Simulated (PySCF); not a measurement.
# C2H8BNO2: the cost of one run

Programs: PySCF 2.14.0, with density-fitted response routines of our own. Each step states its level of theory. These are calculated values for one molecule in the gas phase, unless marked as measured. Atoms count from 0, in the outputs and in this text.

### 1 Starting geometry

14 atoms, charge 0, multiplicity 1; geometry from: GFN2-xTB. The atoms were then displaced at random by about 0.01 Å, so the start is not that level's minimum.

Bonds of the start (Å): C0–O1 1.41, O1–C2 1.38, C2–O3 1.41, O3–B4 1.32, B4–N5 1.40, C0–H6 1.07, C0–H7 1.09, C0–H8 1.12, C2–H9 1.11, C2–H10 1.10, B4–H11 1.18, N5–H12 0.98, N5–H13 1.00.

### 2 Geometry optimisation at PBE0-D3(BJ)/def2-SVP

What the job is given:

```
{"job": {"xc": "PBE0", "basis": "def2-SVP", "d3": "d3bj", "grid": 1, "shake": 0.01, "kind": "geom"}, "charge": 0, "multiplicity": 1}
C     -2.423240     0.332090    -0.433010
O     -1.418950     1.317200    -0.349840
C     -0.156790     0.794110    -0.510730
O      0.193580    -0.114580     0.504790
B      1.393470    -0.380500     0.986540
N      2.570480     0.221270     0.525900
H     -2.315410    -0.416850     0.326980
H     -2.434790    -0.106530    -1.433480
H     -3.376470     0.902370    -0.259050
H      0.529510     1.665050    -0.470460
H     -0.053440     0.282930    -1.474360
H      1.440640    -1.163750     1.865330
H      3.447660     0.025110     0.910400
H      2.596600     0.907030    -0.196760
```

Command:

```
OMP_NUM_THREADS=1 python probes_run.py task.json out
```

This one command runs all jobs of the session in turn.

**Question.** How long does this first job take on 1 thread of Arm Neoverse N1, shared host, and how much memory does it need?

About 1.8 min, with a peak of 0.51 GiB.
